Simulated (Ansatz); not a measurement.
# ClGeH₂O₂ radical: a ladder of functionals and wavefunction methods

An exercise on one series of results from a longer session: the logs are not shown, and one member is left open.

The runs use Ansatz 0.2.0, Gaussian basis; functionals in def2-TZVPP, the program's frozen cores in correlated methods.

Levels to be run: PBE-D4, r2SCAN-D4, PBE0-D4, B3LYP-D4, ωB97X-V, ωB97M-V, B2PLYP; CCSD(T)/def2-TZVPP; MP2/def2-QZVPP; extrapolation to the limit.

## The relaxed structure

The geometry comes from an earlier relaxation with PBE0-D4 in a triple-zeta def2 set; it is a stationary point.

SMILES `[OH][Ge]([OH])[Cl]`, 6 atoms, charge 0, spin multiplicity 2.

Atoms are counted from 1 here; the program's logs count them from 0.

Bond lengths: O1–Ge2 1.767 Å, O1–H5 0.964 Å, Ge2–O3 1.778 Å, Ge2–Cl4 2.170 Å, O3–H6 0.962 Å. Angles: Ge2–O1–H5 110.6°, O1–Ge2–O3 103.4°, O1–Ge2–Cl4 108.2°, O3–Ge2–Cl4 110.6°, Ge2–O3–H6 113.7°.

Coordinates:

```xyz
6

O    -0.7875    1.4341    0.2929
Ge   -0.5133   -0.1434   -0.4535
O     0.4552   -1.0114    0.7589
Cl    0.6321    0.1553   -2.2721
H    -0.6342    1.3911    1.2434
H     0.8477   -1.8256    0.4304
```

The first run:

Input file in.yaml:

```yaml
crystal:
  periodic: [false, false, false]
  atoms:
    - {symbol: O, position_ang: [-0.787522, 1.434069, 0.292895]}
    - {symbol: Ge, position_ang: [-0.513346, -0.143409, -0.453516]}
    - {symbol: O, position_ang: [0.455209, -1.011439, 0.758905]}
    - {symbol: Cl, position_ang: [0.632123, 0.155299, -2.272058]}
    - {symbol: H, position_ang: [-0.634156, 1.391113, 1.243392]}
    - {symbol: H, position_ang: [0.847702, -1.825632, 0.430392]}
basis:
  gaussian: {orbitals: def2-TZVPP}
magnetization: {spin_polarized: true, initial_magnetization: 1}
hamiltonian: {xc: pbe, dispersion: d4}
output: {forces: true, orbitals: {seedname: orbitals}}
```

Command:

```console
ansatz run in.yaml --threads 2 --pin off --events-out ev --progress --plain --max-ram 32768MiB --backend cpu
```

Steps of the session up to this table: PBE-D4 (GGA); r2SCAN-D4 (meta-GGA); PBE0-D4 (hybrid); B3LYP-D4 (hybrid); ωB97X-V (range-separated); ωB97M-V (range-separated); B2PLYP (double hybrid); CCSD(T) in def2-TZVPP; MP2 in def2-QZVPP.

One of the session's tables, all rows but one given; the rest of the session is left out.

| method | atomisation energy (kJ/mol) |
| --- | --- |
| PBE-D4 | 2039.5 |
| r2SCAN-D4 | 2003.1 |
| PBE0-D4 | 1959.4 |
| B3LYP-D4 | 1956.4 |
| ωB97X-V | 1983.5 |
| ωB97M-V | ? |
| B2PLYP | 1949.3 |
| HF/def2-TZVPP | 1283.7 |
| MP2/def2-TZVPP | 2005.2 |
| CCSD/def2-TZVPP | 1876.1 |
| CCSD(T)/def2-TZVPP | 1923.9 |
| MP2/CBS | 2066.3 |
| CCSD(T)/CBS | 1984.9 |

**Question.** Estimate the row for ωB97M-V.

**Answer.** atomisation energy (kJ/mol): 1977.5. In the column «atomisation energy (kJ/mol)» it lies between PBE0-D4 (1959.4) and ωB97X-V (1983.5).

Some runs used a GPU and others CPU threads alone; cost is compared among the CPU runs only.

Among the levels timed on like hardware, those that no quicker one beats, quickest first: PBE-D4 (3.1 s, +54.6 kJ/mol); PBE0-D4 (5.5 s, -25.4 kJ/mol); r2SCAN-D4 (6.5 s, +18.2 kJ/mol); ωB97X-V (11 s, -1.4 kJ/mol).

Caveats from the session: Free atoms (2 O, 1 Ge, 1 Cl, 2 H) were run apart at each level; the atomisation energy is their sum less the molecule, without zero-point or spin-orbit terms.
